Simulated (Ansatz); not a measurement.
# B2PLYP/6-31G(d) (spherical functions) run of C2H9NSi (SMILES CN(C)[SiH3])

Aim: the electronic atomisation energy of C2H9NSi at B2PLYP/6-31G* (spherical functions), from 5 runs. 

The results are computed with Ansatz 0.2.0.

71 further runs of the same task are left out: 71 set aside as unsound or not needed.

**1. The structure to begin with**

C2H9NSi: 13 atoms, total charge 0, spin state singlet. SMILES: `CN(C)[SiH3]`. The shape is that of a PBE0-D4/def2-TZVP optimisation.

Bond lengths: C1–N2 1.442 Å, N2–C3 1.442 Å, N2–Si4 1.717 Å, C1–H5 1.101 Å, C1–H6 1.097 Å, C1–H7 1.092 Å, C3–H8 1.097 Å, C3–H9 1.101 Å, C3–H10 1.092 Å, Si4–H11 1.497 Å, Si4–H12 1.487 Å, Si4–H13 1.487 Å. Some angles: C1–N2–C3 113.7°, C1–N2–Si4 120.9°, C3–N2–Si4 120.9°, N2–C1–H5 112.8°, N2–C1–H6 110.4°, N2–C1–H7 110.5°, N2–C3–H8 110.4°, N2–C3–H9 112.8°, N2–C3–H10 110.5°, N2–Si4–H11 115.3°.

**2. The energy at B2PLYP/6-31G(d) (spherical functions)**

job.yaml reads:

```yaml
crystal:
  periodic: [false, false, false]
  atoms:
    - {symbol: C, position_ang: [-0.853400, 1.051500, -0.567400]}
    - {symbol: N, position_ang: [-0.064300, 0.101400, 0.176900]}
    - {symbol: C, position_ang: [1.257300, 0.576800, 0.503700]}
    - {symbol: Si, position_ang: [-0.404400, -1.580400, 0.101900]}
    - {symbol: H, position_ang: [-0.416100, 1.292500, -1.548500]}
    - {symbol: H, position_ang: [-0.947500, 1.991500, -0.009400]}
    - {symbol: H, position_ang: [-1.860700, 0.663700, -0.735400]}
    - {symbol: H, position_ang: [1.197400, 1.509100, 1.079000]}
    - {symbol: H, position_ang: [1.870100, 0.778300, -0.388400]}
    - {symbol: H, position_ang: [1.787100, -0.156700, 1.115700]}
    - {symbol: H, position_ang: [0.068700, -2.275300, -1.137100]}
    - {symbol: H, position_ang: [-1.879700, -1.752300, 0.167000]}
    - {symbol: H, position_ang: [0.265600, -2.234700, 1.256700]}
basis:
  gaussian:
    orbitals: 6-31G_st_-spherical.json
accuracy: high
hamiltonian:
  xc: {name: B2PLYP}
correlation:
  frozen_orbitals: {C: 1, H: 0, "N": 1, Si: 5}
output: {orbitals: {seedname: orbitals}}
```

The basis set 6-31G* is read from a file made from the Basis Set Exchange's data (not shown).

Launch:

```sh
$ ansatz run job.yaml --threads 1 --pin off --max-ram 2610MiB --events-out events.jsonl --progress --plain --runs-dir runs
```

Log:

```text
Warning: RAYON_NUM_THREADS=1 ignored (pool sized by the plan → 1); use --threads N
Functional definition: B2PLYP
  name "B2PLYP"
  parameter a = 0.53
  parameter c = 0.27
  exchange = (1 - a)*b88_x + a*exact_x
  correlation = (1 - c)*lyp_c + c*(mp2_os + mp2_ss)
1974 factors; integrals over basis functions are off by at most 4.0e-9 eV
mean field evaluation 1: about -11571.5667 eV, gradient 3.7e1 eV
mean field evaluation 2: about -11571.6497 eV, gradient 3.7e1 eV
mean field evaluation 4: about -11574.8123 eV, gradient 4.1e0 eV
mean field evaluation 8: about -11574.8480 eV, gradient 2.8e-2 eV
mean field evaluation 16: about -11574.8480 eV, gradient 2.1e-6 eV
mean field -11574.84797214 eV, -425.3678172622 hartree, gradient 6.0e-8 eV, S^2 0.000000; 0 other end points of the search recorded, 0 dependent functions left out
8 core orbitals not correlated: weight in the atoms' cores, before any rotation towards them, 1.000 or more for the frozen orbitals, at most 0.000 for the correlated occupied ones
reference -11574.84799854 eV, -425.3678182325 hartree; 13, 13 occupied and 57, 57 virtual orbitals, 1974 factors
second order -16.72872882 eV of doubles, -0.00000000 eV of singles
Total energy: -11579.36475532 eV, -425.5338059826 hartree
```

Run time: 13 s. Hardware: 1 thread of Arm Neoverse V1, shared host; peak memory 0.25 GiB.

**3. The C atom**

input.yaml reads:

```yaml
crystal:
  periodic: [false, false, false]
  atoms:
    - {symbol: C, position_ang: [0.000000, 0.000000, 0.000000]}
basis:
  gaussian: {orbitals: 6-31G_st_-spherical.json}
magnetization: {spin_polarized: true, initial_magnetization: 2}
hamiltonian: {xc: {name: B2PLYP}}
correlation: {frozen_orbitals: {C: 1}}
accuracy: high
```

The basis set 6-31G* is read from a file made from the Basis Set Exchange's data (not shown).

Launch:

```sh
$ ansatz run input.yaml --threads 1 --pin off --max-ram 2610MiB --events-out events.jsonl --progress --plain --runs-dir runs
```

Log, shortened:

```text
Warning: RAYON_NUM_THREADS=1 ignored (pool sized by the plan → 1); use --threads N
[... 6 set-up lines as earlier in the session ...]
96 factors; integrals over basis functions are off by at most 1.1e-9 eV
mean field evaluation 1: about -1028.2752 eV, gradient 3.8e0 eV
mean field evaluation 2: about -1028.2754 eV, gradient 3.8e0 eV
mean field evaluation 4: about -1028.3670 eV, gradient 3.4e-2 eV
mean field evaluation 8: about -1028.3670 eV, gradient 8.3e-6 eV
mean field -1028.36695059 eV, -37.7917883820 hartree, gradient 8.5e-8 eV, S^2 2.002846; 0 other end points of the search recorded, 0 dependent functions left out
1 core orbitals not correlated: weight in the atoms' cores, before any rotation towards them, 1.000 or more for the frozen orbitals, at most 0.000 for the correlated occupied ones
reference -1028.36696200 eV, -37.7917888015 hartree; 3, 1 occupied and 10, 12 virtual orbitals, 96 factors
second order -1.70518574 eV of doubles, -0.00000000 eV of singles
Total energy: -1028.82736216 eV, -37.8087081950 hartree
```

It took 0.3 s on 1 thread of Arm Neoverse V1, shared host.

**4. The H atom at the same level**

run.yaml reads:

```yaml
crystal:
  periodic: [false, false, false]
  atoms:
    - {symbol: H, position_ang: [0.000000, 0.000000, 0.000000]}
basis:
  gaussian:
    orbitals: "6-31G*"
magnetization:
  spin_polarized: true
  initial_magnetization: 1
hamiltonian:
  xc: {name: B2PLYP}
correlation:
  frozen_orbitals: {H: 0}
accuracy: high
```

Run the same way, it converges to -0.49692 Eh (log not shown).

**5. The N atom**

job.yaml reads:

```yaml
crystal:
  periodic: [false, false, false]
  atoms:
    - symbol: N
      position_ang: [0.000000, 0.000000, 0.000000]
basis:
  gaussian:
    orbitals: 6-31G_st_-spherical.json
magnetization:
  spin_polarized: true
  initial_magnetization: 3
hamiltonian:
  xc: {name: B2PLYP}
correlation:
  frozen_orbitals: {"N": 1}
accuracy: high
```

The basis set 6-31G* is read from a file made from the Basis Set Exchange's data (not shown).

Run the same way, it converges to -54.54240 Eh (log not shown).

**6. The Si atom**

job.yaml reads:

```yaml
basis:
  gaussian:
    orbitals: 6-31G_st_-spherical.json
crystal:
  periodic: [false, false, false]
  atoms:
    - {symbol: Si, position_ang: [0.000000, 0.000000, 0.000000]}
magnetization:
  spin_polarized: true
  initial_magnetization: 2
hamiltonian:
  xc: {name: B2PLYP}
correlation:
  frozen_orbitals: {Si: 5}
accuracy: high
```

The basis set 6-31G* is read from a file made from the Basis Set Exchange's data (not shown).

Launch:

```sh
$ ansatz run job.yaml --threads 1 --pin off --max-ram 2610MiB --events-out events.jsonl --progress --plain --runs-dir runs
```

Log, shortened:

```text
Warning: RAYON_NUM_THREADS=1 ignored (pool sized by the plan → 1); use --threads N
[... 2 set-up lines as earlier in the session ...]
[...]
141 factors; integrals over basis functions are off by at most 2.6e-9 eV
[...]
mean field -7869.90108606 eV, -289.2135305023 hartree, gradient 1.3e-8 eV, S^2 2.003190; 0 other end points of the search recorded, 0 dependent functions left out
5 core orbitals not correlated: weight in the atoms' cores, before any rotation towards them, 1.000 or more for the frozen orbitals, at most 0.000 for the correlated occupied ones
reference -7869.90109953 eV, -289.2135309970 hartree; 3, 1 occupied and 10, 12 virtual orbitals, 141 factors
second order -1.38459771 eV of doubles, -0.00000000 eV of singles
Total energy: -7870.27494091 eV, -289.2272694144 hartree
```

It took 0.66 s on 1 thread of Arm Neoverse V1, shared host.

**7. Summary of results**

Level: B2PLYP/6-31G* (spherical functions), 8 core orbitals frozen.

| quantity | value |
| --- | --- |
| molecule: total energy | -425.53381 Eh |
| molecule: HOMO energy (SCF part's orbitals) | -7.39 eV |
| molecule: LUMO energy (SCF part's orbitals) | 2.31 eV |
| molecule: HOMO–LUMO gap (SCF part's orbitals) | 9.71 eV |
| C atom: total energy | -37.80871 Eh |
| C atom: ⟨S²⟩ | 2.003 |
| H atom: total energy | -0.49692 Eh |
| H atom: ⟨S²⟩ | 0.750 |
| N atom: total energy | -54.54240 Eh |
| N atom: ⟨S²⟩ | 3.753 |
| Si atom: total energy | -289.22727 Eh |
| Si atom: ⟨S²⟩ | 2.003 |
| electronic atomisation energy | 45.564 eV |

In words: Taking the molecule apart into free atoms costs 45.56 eV (4396 kJ/mol), before zero-point energy and without spin-orbit coupling.
